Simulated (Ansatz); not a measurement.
Task: a short molecular-dynamics run of C₂H₃FTe, SMILES FC1C[Te]1, with the Ansatz DFT code, driven from Python. Give the script and its output. Level of theory: PBE0, def2-SVP basis, multiplicity 1, D3BJ dispersion.

```xyz
7

F    -1.1347   -0.9309    1.0229
C    -0.3633   -0.6410   -0.0727
C     0.4749    0.5394    0.1095
Te   -0.9803    1.0052   -1.3214
H     0.1229   -1.5157   -0.5837
H     1.5218    0.4386   -0.3144
H     0.4199    1.0364    1.1142
```

Script `md_c2h3fte.py`:
```python
'''Molecular dynamics of one C2H3FTe molecule.'''

import ansatz
import numpy as np

geometry_ang = [
    ('F', [-1.1347, -0.9309, 1.0229]),
    ('C', [-0.3633, -0.641, -0.0727]),
    ('C', [0.4749, 0.5394, 0.1095]),
    ('Te', [-0.9803, 1.0052, -1.3214]),
    ('H', [0.1229, -1.5157, -0.5837]),
    ('H', [1.5218, 0.4386, -0.3144]),
    ('H', [0.4199, 1.0364, 1.1142]),
]
system = ansatz.Crystal.molecule()
for symbol, xyz in geometry_ang:
    system = system.atom(symbol, xyz)

calc = (
    system.calculation()
    .basis(gaussian='def2-SVP')
    .functional('pbe0', dispersion='d3bj')
    .md('nve', timestep=1.0, steps=40, temperature=300, initial_velocities='maxwell_boltzmann', seed=89)
)
frames = []
calc.session().plan().execute(on_event=lambda e: frames.append(e['data']) if e['event'] == 'md_step' else None)
print('t (fs)   E_pot (eV)      E_kin (eV)   T (K)   d(0-1) (A)')
for f in frames[::2]:
    xyz = np.array(f['positions_ang'])
    print(f'{f["time_fs"]:6.2f} {f["lagrangian_ev"]:14.5f} {f["e_kin_ev"]:10.5f} {f["temperature_k"]:8.1f} {np.linalg.norm(xyz[0] - xyz[1]):9.4f}')
kept = np.array([f['conserved_ev'] for f in frames])
print(f'conserved energy moves by at most {1000 * np.ptp(kept):.3f} meV')
symbols = [site.symbol for site in system.cartesian_sites]
with open('last_frame.xyz', 'w') as handle:
    handle.write(f'{len(symbols)}\nt = {frames[-1]["time_fs"]} fs\n')
    handle.writelines('{:2s} {:10.5f} {:10.5f} {:10.5f}\n'.format(s, *xyz) for s, xyz in zip(symbols, frames[-1]['positions_ang']))
```

```console
$ python md_c2h3fte.py
t (fs)   E_pot (eV)      E_kin (eV)   T (K)   d(0-1) (A)
  0.00   -12123.18370    0.19389    300.0    1.3709
  2.00   -12123.18758    0.19547    302.4    1.3751
  4.00   -12123.16198    0.17160    265.5    1.3721
  6.00   -12123.17306    0.18210    281.8    1.3611
  8.00   -12123.19809    0.20610    318.9    1.3446
 10.00   -12123.18589    0.19588    303.1    1.3268
 12.00   -12123.21685    0.22497    348.1    1.3113
 14.00   -12123.21446    0.22335    345.6    1.3012
 16.00   -12123.21414    0.22384    346.3    1.2991
 18.00   -12123.25099    0.25866    400.2    1.3063
 20.00   -12123.23533    0.24474    378.7    1.3225
 22.00   -12123.23383    0.24235    375.0    1.3441
 24.00   -12123.21272    0.22098    341.9    1.3661
 26.00   -12123.16427    0.17396    269.2    1.3837
 28.00   -12123.15727    0.16598    256.8    1.3941
 30.00   -12123.15009    0.15950    246.8    1.3967
 32.00   -12123.17014    0.17962    277.9    1.3912
 34.00   -12123.21372    0.22169    343.0    1.3772
 36.00   -12123.20928    0.21803    337.4    1.3555
 38.00   -12123.19145    0.20010    309.6    1.3297
 40.00   -12123.15311    0.16166    250.1    1.3056
conserved energy moves by at most 2.624 meV
```

`last_frame.xyz`, as written:
```text
7
t = 40.0 fs
F    -1.10243   -1.01494    1.06983
C    -0.34654   -0.65721    0.06721
C     0.57730    0.44137    0.25991
Te   -0.99708    1.02926   -1.35720
H     0.06477   -1.59208   -0.41718
H     1.52462    0.35348   -0.31662
H     0.57147    1.09786    1.13837
```

Reading the output:
- Total energies depend on the basis set; only differences at equal settings carry meaning.
- The trajectory is only some femtoseconds long, so its temperature is not equilibrated; where the script doesn't relax first, it starts from a rough generated geometry.
- def2 sets replace the cores of elements past krypton by effective core potentials.
- The temperature counts the internal degrees of freedom alone.
- With hydrogen a step over 0.5 fs is long.
- The whole script took 2.6 min on 1 thread of Intel(R) Xeon(R) Platinum 8488C (Sapphire Rapids), on a shared host, peak memory 0.25 GiB.

(Lines on the test bed's own set-up are left out of the output.)
